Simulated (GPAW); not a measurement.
The system is CsSi2.

```xyz
3
Lattice="6.3716 0.0000 0.0000 -3.1858 5.5179 0.0000 0.0000 0.0000 4.4787" Properties=species:S:1:pos:R:3 pbc="T T T"
Cs    0.0000    0.0000    0.0000
Si    3.1858    1.8393    1.1214
Si    3.1858    1.8393    3.3572
```

The cell was built by a generator and needn't be a form met in nature.

| Quantity | Value |
| --- | --- |
| Program | GPAW 26.7.0 |
| Task | relaxation of cell and atoms |
| Functional | PBEsol |
| Potentials or basis | PAW data sets generated in the run's folder for this functional |
| Cutoff | 600 eV |
| Basis | pw |
| k mesh | 5 × 5 × 6 |
| Occupations | fermi-dirac, width 0.05 eV |
| Spin | no spin polarisation |

At the start: pressure -1.0 GPa; volume 52.49 Å³/atom.

Problem. Where does the relaxation end?

Solution. Over 13 steps the energy falls by 22.9 meV/atom and the volume is 48.97 Å³/atom (-6.7 %); space group P-6m2 (No. 187, to 0.05 Å).

The path:
| step | energy change (eV) | largest force (eV/Å) | pressure (GPa) | volume (Å³) |
| --- | --- | --- | --- | --- |
| 1 | 0.0000 | 0.1364 | -1.04 | 157.46 |
| 2 | -0.0108 | 0.0515 | -1.04 | 156.69 |
| 3 | 0.1172 | 1.8781 | 2.62 | 142.55 |
| 4 | -0.0511 | 0.2304 | -0.70 | 153.13 |
| 5 | -0.0622 | 0.2681 | -0.36 | 151.33 |
| 6 | -0.0658 | 0.1673 | -0.07 | 149.92 |
| 7 | -0.0666 | 0.0779 | -0.07 | 149.78 |
| 8 | -0.0673 | 0.0619 | -0.10 | 149.55 |
| 9 | -0.0675 | 0.0841 | -0.10 | 149.35 |
| 10 | -0.0683 | 0.1223 | -0.08 | 148.17 |
| 11 | -0.0687 | 0.0841 | -0.04 | 147.30 |
| 12 | -0.0688 | 0.0210 | 0.00 | 146.89 |
| 13 | -0.0688 | 0.0014 | 0.00 | 146.92 |

Final structure:
```
Cs Si
1.0
     6.24793    0.00000    0.00000
    -3.12397    5.41087    0.00000
     0.00000    0.00000    4.34585
Cs Si
1 2
Direct
  0.00000 0.00000 0.00000
  0.66667 0.33333 0.25010
  0.66667 0.33333 0.74990
```

Caveat: later steps reuse the first step's grids.
